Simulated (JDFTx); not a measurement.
# SZnBrH: single point with PBEsol

SZnBrH, in a box:

```
S Zn Br H
1.0
    11.00000    0.00000    0.00000
     0.00000   14.00000    0.00000
     0.00000    0.00000   11.00000
S Zn Br H
1 1 1 1
Direct
  0.42760 0.60156 0.41739
  0.50087 0.47532 0.50250
  0.57477 0.34313 0.58879
  0.49842 0.65987 0.48395
```

* Program: JDFTx 1.7.0 (patched build)
* Task: single point
* Functional: PBEsol
* Potentials or basis: PseudoDojo-SR-PBEsol-0.4.1-standard with smoothed tails
* Cutoff: 1143 eV
* Density cutoff: 4572 eV
* k mesh: 1 × 1 × 1
* Occupations: fixed
* Spin: no spin polarisation

```json
{
 "Loewdin charges": "S -0.54; Zn +1.18; Br -0.52; H +0.16 e"
}
```

Wall time 4.5 min on 1 thread of Arm Neoverse V2 (shared host), peak memory 1.2 GiB.

Caveat: the atomic charges don't sum to the cell's charge; the cores' own exchange energy is taken off the total, which shifts forces and pressure where cores overlap.
